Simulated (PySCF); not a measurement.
**Ge3: structure of the singlet**

Aim: relax Ge3 as a singlet from a obtuse triangle start, check by its vibrations whether the end is a minimum, and collect its spectrum and constants.

The runs use PySCF 2.14.0; PBE0, basis Ge def2-TZVP, no relativity, density fitting.

**1. The system as given**

3 atoms, charge 0, spin multiplicity 1.

Bond lengths: Ge1–Ge2 2.381 Å, Ge1–Ge3 2.381 Å. Angles: Ge2–Ge1–Ge3 104.9°.

Coordinates in bohr (charge 0 multiplicity 1):
```
Ge    0.0000    0.0000    0.0000
Ge    3.5670    2.7439    0.0000
Ge   -3.5670    2.7439    0.0000
```

**2. Finding the electronic state**

The steps below are one call of a driver around PySCF. For each, scf.py gives the equivalent set-up of the SCF; relaxations use the driver's own optimiser. After this first run the driver tries any further starts and a stability analysis.

Contents of scf.py:

```python
from pyscf import gto, scf, dft
mol = gto.M(atom='''
Ge     0.000000     0.000000     0.000000
Ge     1.887600     1.452000     0.000000
Ge    -1.887600     1.452000     0.000000''',
    basis={'Ge': 'def2-TZVP'},
    charge=0, spin=0)
mf = dft.RKS(mol, xc='PBE0')
mf.grids.atom_grid = (50, 194)
aux = {'Ge': 'def2-universal-JKFIT'}
mf = mf.density_fit(auxbasis=aux)
mf.conv_tol = 1e-08
mf.diis_space = 10
mf.max_cycle = 60
mf.init_guess = 'minao'
mf.verbose = 4
mf.kernel()
```

Started as:

```sh
$ OMP_NUM_THREADS=2 python axn.py task.json out
```

The program printed:

```text
init E= -6228.39215681702
  HOMO = -0.197945528683382  LUMO = -0.119307280226631  gap/eV = 2.13986
cycle= 1 E= -6230.110226985  delta_E= -1.72  |g|= 0.97  |ddm|= 2.02
  HOMO = -0.21122108680261  LUMO = -0.138093913315132  gap/eV = 1.98989
cycle= 2 E= -6230.03453799574  delta_E= 0.0757  |g|= 1.11  |ddm|= 1.18
  HOMO = -0.219669228683872  LUMO = -0.111119606197653  gap/eV = 2.95379
cycle= 3 E= -6230.16287994769  delta_E= -0.128  |g|= 0.265  |ddm|= 0.948
  HOMO = -0.212184128670558  LUMO = -0.115881529565576  gap/eV = 2.62053
cycle= 4 E= -6230.18518767735  delta_E= -0.0223  |g|= 0.00987  |ddm|= 0.291
  HOMO = -0.214094370575494  LUMO = -0.11638412135798  gap/eV = 2.65883
cycle= 5 E= -6230.18522443047  delta_E= -3.68e-05  |g|= 0.00527  |ddm|= 0.0234
  HOMO = -0.213481049351708  LUMO = -0.116123358950466  gap/eV = 2.64924
cycle= 6 E= -6230.18523555006  delta_E= -1.11e-05  |g|= 0.00103  |ddm|= 0.00786
  HOMO = -0.213549691934326  LUMO = -0.116174204197763  gap/eV = 2.64972
cycle= 7 E= -6230.18523611819  delta_E= -5.68e-07  |g|= 0.000214  |ddm|= 0.00201
  HOMO = -0.213541410820767  LUMO = -0.116165354626691  gap/eV = 2.64974
cycle= 8 E= -6230.18523616745  delta_E= -4.93e-08  |g|= 0.000157  |ddm|= 0.000929
  HOMO = -0.213539101459713  LUMO = -0.116172095408769  gap/eV = 2.64949
cycle= 9 E= -6230.18523618132  delta_E= -1.39e-08  |g|= 2.64e-05  |ddm|= 0.000299
  HOMO = -0.213539750402489  LUMO = -0.116172867095623  gap/eV = 2.64949
cycle= 10 E= -6230.18523618181  delta_E= -4.92e-10  |g|= 4.85e-06  |ddm|= 0.000104
  HOMO = -0.213539517038282  LUMO = -0.116173440670596  gap/eV = 2.64947
Extra cycle  E= -6230.18523618178  delta_E= 3.27e-11  |g|= 9.06e-06  |ddm|= 1.9e-05
converged SCF energy = -6230.18523618178
```

This step, with its further starts and checks, needed 23 s of wall time on 2 threads of Intel Xeon Platinum 8559C (Emerald Rapids), shared host.

The starts that the driver tried:

| start | energy (Eh) |
| --- | --- |
| the minimal-basis guess | -6230.185236 |
| a thermally smeared density | -6230.185236 |
| a smeared PBE density | -6230.185236 |

No lower closed-shell solution turned up from the other starts or in the test of internal stability.

**3. Relaxation: obtuse triangle start, singlet**

The program finds C2v symmetry in the start, which this walk keeps. Threshold on the gradient: 0.0003 Eh/bohr, with a further test on the energy change.

scf.py: that of step 2 with these lines changed.

```diff
@@ -3,3 +3,3 @@
-Ge     0.000000     0.000000     0.000000
-Ge     1.887600     1.452000     0.000000
-Ge    -1.887600     1.452000     0.000000''',
+Ge     0.000000    -0.968000     0.000000
+Ge     1.887600     0.484000     0.000000
+Ge    -1.887600     0.484000    -0.000000''',
@@ -15 +14,0 @@
-mf.init_guess = 'minao'
```

The optimiser's trace:

```csv
step,energy (Eh),change (kJ/mol),largest symmetric gradient (Eh/bohr)
0,-6230.185236,0.00,0.02518
1,-6230.191802,-17.24,0.01411
2,-6230.196733,-30.19,0.01611
3,-6230.199946,-38.62,0.01090
4,-6230.200248,-39.41,0.00183
5,-6230.200338,-39.65,0.00064
6,-6230.200344,-39.66,0.00002
```

The walk took 33 s.

Positions (Å) and forces (eV/Å) along the way:

```
step 0
Ge   0.000  -0.968   0.000   0.000   1.106   0.000
Ge   1.888   0.484   0.000  -1.295  -0.553   0.000
Ge  -1.888   0.484   0.000   1.295  -0.553   0.000
step 1
Ge   0.000  -0.969   0.000   0.000   0.278   0.000
Ge   1.799   0.485   0.000  -0.726  -0.139   0.000
Ge  -1.799   0.485   0.000   0.726  -0.139   0.000
step 3
Ge   0.000  -1.132   0.000   0.000  -0.561   0.000
Ge   1.503   0.566   0.000   0.200   0.280   0.000
Ge  -1.503   0.566   0.000  -0.199   0.280   0.000
step 6
Ge   0.000  -1.163   0.000   0.000  -0.001   0.000
Ge   1.492   0.581   0.000  -0.001   0.001   0.000
Ge  -1.492   0.581   0.000   0.001   0.001   0.000
```

End point (C2v, 6 steps, 39.7 kJ/mol gained): Ge–Ge 2.295 Å (×2); Ge–Ge–Ge 81.1°.

**4. Hessian and properties**

The point is checked on the finer grid, and tightened if its gradient asks for it. The Hessian and the dipole derivatives come from central differences of analytic gradients, with steps of 0.02 bohr.

scf.py: that of step 3 with these lines changed.

```diff
@@ -3,3 +3,3 @@
-Ge     0.000000    -0.968000     0.000000
-Ge     1.887600     0.484000     0.000000
-Ge    -1.887600     0.484000    -0.000000''',
+Ge    -0.000000    -1.162380     0.000000
+Ge     1.492032     0.581190     0.000000
+Ge    -1.492032     0.581190    -0.000000''',
@@ -9 +9 @@
-mf.grids.atom_grid = (50, 194)
+mf.grids.atom_grid = (75, 302)
@@ -12 +12 @@
-mf.conv_tol = 1e-08
+mf.conv_tol = 1e-10
```

This SCF starts from the last density.

Log of the central SCF (cycles and frontier levels):

```text
init E= -6230.20020954706
  HOMO = -0.222733942978849  LUMO = -0.12814453395809  gap/eV = 2.57391
cycle= 1 E= -6230.20020954706  delta_E= 3.64e-12  |g|= 5.64e-06  |ddm|= 9.39e-06
  HOMO = -0.222734123929153  LUMO = -0.12814467893217  gap/eV = 2.57391
Extra cycle  E= -6230.20020954702  delta_E= 3.64e-11  |g|= 1.31e-05  |ddm|= 2.06e-05
converged SCF energy = -6230.20020954702
```

The whole step took 56 s.

Geometry: C2v; Ge–Ge 2.295 Å (×2); Ge–Ge–Ge 81.1°.

Modes, for the most abundant isotopes:

| symmetry | ω (cm⁻¹) | IR (km/mol) | μ (u) | type |
| --- | --- | --- | --- | --- |
| a1 | 109 | 1.0 | 73.92 | bend |
| b2 | 316 | 15.5 | 73.92 | stretch |
| a1 | 317 | 2.6 | 73.92 | stretch |

No imaginary mode, so this is a minimum.

Constants and moments:

* Dipole moment: 0.25 D
* Highest occupied level: -6.06 eV
* Lowest empty level: -3.49 eV
* Rotational constants: 0.1125, 0.05122, 0.0352 cm⁻¹
* Zero-point energy: 4.4 kJ/mol
* Principal polarisabilities: 67.7, 106.0, 145.7 bohr³
* Atomisation energy without zero-point energy: 616 kJ/mol
* Principal traceless quadrupole moments about the centre of mass: -1.19, -0.67, 1.87 D Å
* Entropy at 298.15 K and 1 bar: 314.4 J/(mol K)
* Heat capacity Cp at 298.15 K: 55.1 J/(mol K)
* Enthalpy at 298.15 K above 0 K: 13.90 kJ/mol
* Rotational symmetry number: 2

Charges (e) and bond orders:

```tsv
atom	Mulliken	Löwdin	polar tensor	Mayer order to Ge1
Ge1	-0.08	-0.14	-0.32	–
Ge2,3	0.04	0.07	0.16	1.60
```

Mulliken populations on Ge1: s 7.71, p 14.27, d 10.09, f 0.01.

**5. Would spin polarisation lower it?**

At the lowest minimum the closed shell is tested against spin polarisation, on the (50, 194) grid. It is stable.

**6. Summary of results**

```
                                 quantity                               value
                                  minimum                        singlet, C2v
                                 geometry  Ge–Ge 2.295 Å (×2); Ge–Ge–Ge 81.1°
                       wavenumbers (cm⁻¹)        109 (a1), 316 (b2), 317 (a1)
                            dipole moment                              0.25 D
     highest occupied, lowest empty level                     -6.06, -3.49 eV
               polar-tensor charge of Ge1                             -0.32 e
                        zero-point energy                          4.4 kJ/mol
                      entropy at 298.15 K                     314.4 J/(mol K)
atomisation energy (no zero-point energy)                          616 kJ/mol
```

The molecule stays C2v, as typed, and the end point is a minimum. The strongest infrared band lies at 316 cm⁻¹ (b2, stretch). Only this shape and spin were tried, so other structures or states may lie lower.

The search up to here needed 2 min of wall time on 2 threads of Intel Xeon Platinum 8559C (Emerald Rapids), shared host.
